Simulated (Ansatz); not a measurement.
# ClH3O3Sn: the cost of one run

Method: RKS LDA/def2-SVP, in Ansatz 0.2.0.

**1. The system as given**

Bond lengths: Sn1–Cl2 2.410 Å, Sn1–O3 1.960 Å, O3–H4 1.010 Å, Sn1–O5 1.959 Å, O5–H6 1.010 Å, Sn1–O7 1.959 Å, O7–H8 1.010 Å. Angles: Cl2–Sn1–O3 109.4°, Cl2–Sn1–O5 109.5°, Cl2–Sn1–O7 109.5°, O3–Sn1–O5 109.5°, O3–Sn1–O7 109.5°, O5–Sn1–O7 109.5°, Sn1–O3–H4 109.5°, Sn1–O5–H6 109.5°, Sn1–O7–H8 109.5°.

Coordinates:

```xyz
8

Sn    0.0000    0.0000    0.0000
Cl    0.0000    0.0000    2.4100
O     1.8483    0.0000   -0.6527
H     2.1646   -0.9521   -0.7693
O    -0.9232    1.5994   -0.6527
H    -1.8810    1.3686   -0.8751
O    -0.9232   -1.5994   -0.6527
H    -1.3778   -2.0650    0.1197
```

**2. Relaxing the start**

Contents of input.yaml:

```yaml
crystal:
  periodic: [false, false, false]
  atoms:
    - { symbol: Sn, position_ang: [0.0, 0.0, 0.0] }
    - { symbol: Cl, position_ang: [0.0, 0.0, 2.41] }
    - { symbol: O, position_ang: [1.8483, 0.0, -0.6527] }
    - { symbol: H, position_ang: [2.1646, -0.9521, -0.7693] }
    - { symbol: O, position_ang: [-0.9232, 1.5994, -0.6527] }
    - { symbol: H, position_ang: [-1.881, 1.3686, -0.8751] }
    - { symbol: O, position_ang: [-0.9232, -1.5994, -0.6527] }
    - { symbol: H, position_ang: [-1.3778, -2.065, 0.1197] }
basis:
  gaussian: { orbitals: def2-SVP }
hamiltonian:
  xc: lda
relax:
  f_tol: 0.02
  max_steps: 40
```

Launch:

```console
> ansatz run input.yaml --threads 2 --pin off --max-ram 3072MiB --backend cpu --events-out ev --progress --plain --runs-dir out
```

**Question.** How long does this run take on 2 threads of Arm Neoverse V1, shared host, and how much memory does it need?

About 38 s, with a peak of 0.14 GiB.
